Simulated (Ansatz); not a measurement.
# Ge2Sb2Te5: the cost of one run

Computed with Ansatz 0.2.0 (DFT PBEsol, scalar-relativistic, plane waves, PAW, unless a step's input says otherwise).

2 further runs of the same task are left out: 2 set aside as unsound or not needed. Runs told in other sessions of the task aren't counted.

### Step 1. The starting structure

It takes space group P-3m1 (No. 164, trigonal). Conventional cell: a = 4.202 Å, b = 4.202 Å, c = 17.106 Å, α = 90.00°, β = 90.00°, γ = 120.00°. Ge (site symmetry 3m) is surrounded by 6 Te at 2.81 to 3.17 Å. Sb (site symmetry 3m) is surrounded by 6 Te at 2.99 to 3.14 Å. Around Te (site symmetry -3m) lie 6 Sb at 3.14 Å. Around Te (site symmetry 3m) lie 3 Sb at 2.99 Å and 3 Ge at 3.17 Å. Te (site symmetry 3m) is surrounded by 3 Ge at 2.81 Å.

Coordinates:

```xyz
9
Lattice="-4.2017 0.0000 0.0000 -2.1009 -3.6388 0.0000 0.0000 0.0000 17.1061" Properties=species:S:1:pos:R:3 pbc="T T T"
Ge   -6.3026   -3.6388    5.7837
Ge    0.0000    0.0000   11.3224
Sb   -2.1009   -1.2129    1.9962
Sb   -4.2017   -2.4259   15.1099
Te    0.0000    0.0000    0.0000
Te   -2.1009   -1.2129   13.3608
Te   -4.2017   -2.4259    3.7452
Te   -2.1009   -1.2129    7.1962
Te   -4.2017   -2.4259    9.9099
```

It goes back to an entry of the Materials Project, which need not be the stable form.

It is the result of an earlier relaxation at this level (volume 29.06 Å³/atom; gap on the mesh: none (metal)).

### Step 2. The reference cell

Reference values: F = -55831.5455 eV; pressure 0.00 GPa; largest force 0.008 eV/Å; gap on the mesh none (metal). It was computed beforehand with the settings of the runs below.

### Step 3. Setting up pulling the crystal apart

The cut lies on the cell's a–b face, a (0 0 1) plane of area 15.29 Å², between layers 2.71 Å apart (Te below, Te above); the cell is 17.1 Å thick. Vector c is lengthened by d along the normal with the atoms' Cartesian places fixed: one unrelaxed cut per cell.

### Step 4. At d = 1.00 Å

input.yaml

```yaml
crystal:
  lattice:
    - [-4.2017346381, 0.0, 0.0]
    - [-2.1008673191, -3.6388089366, 0.0]
    - [0.0, 0.0, 18.1060817248]
  atoms:
    - { symbol: Ge, position: [1.0, 1.0, 0.7918188626] }
    - { symbol: Ge, position: [0.0, 0.0, 0.1529510763] }
    - { symbol: Sb, position: [0.3333333333, 0.3333333333, 0.5826340238] }
    - { symbol: Sb, position: [0.6666666667, 0.6666666667, 0.3621359151] }
    - { symbol: Te, position: [0.0, 0.0, 0.4723849694] }
    - { symbol: Te, position: [0.3333333333, 0.3333333333, 0.2655353998] }
    - { symbol: Te, position: [0.6666666667, 0.6666666667, 0.6792345391] }
    - { symbol: Te, position: [0.3333333333, 0.3333333333, 0.869832841] }
    - { symbol: Te, position: [0.6666666667, 0.6666666667, 0.0749370979] }
basis:
  ecutwfc: 420
kpoints:
  mp_grid: { grid: [11, 11, 3] }
hamiltonian:
  xc: pbesol
scf:
  occupations: { method: gaussian, width: 0.15 }
output:
  forces: true
  stress: true
  eigenvalues: true
```

Launch:

```sh
$ ansatz run input.yaml --threads 2 --pin off --max-ram 5120MiB --backend cpu --events-out ev --progress --plain --runs-dir out
```

**Question.** How long does this run take on 2 threads of Intel Xeon Platinum 8375C at 2.90GHz (Ice Lake), shared host, and how much memory does it need?

About 26 s, with a peak of 1.1 GiB.
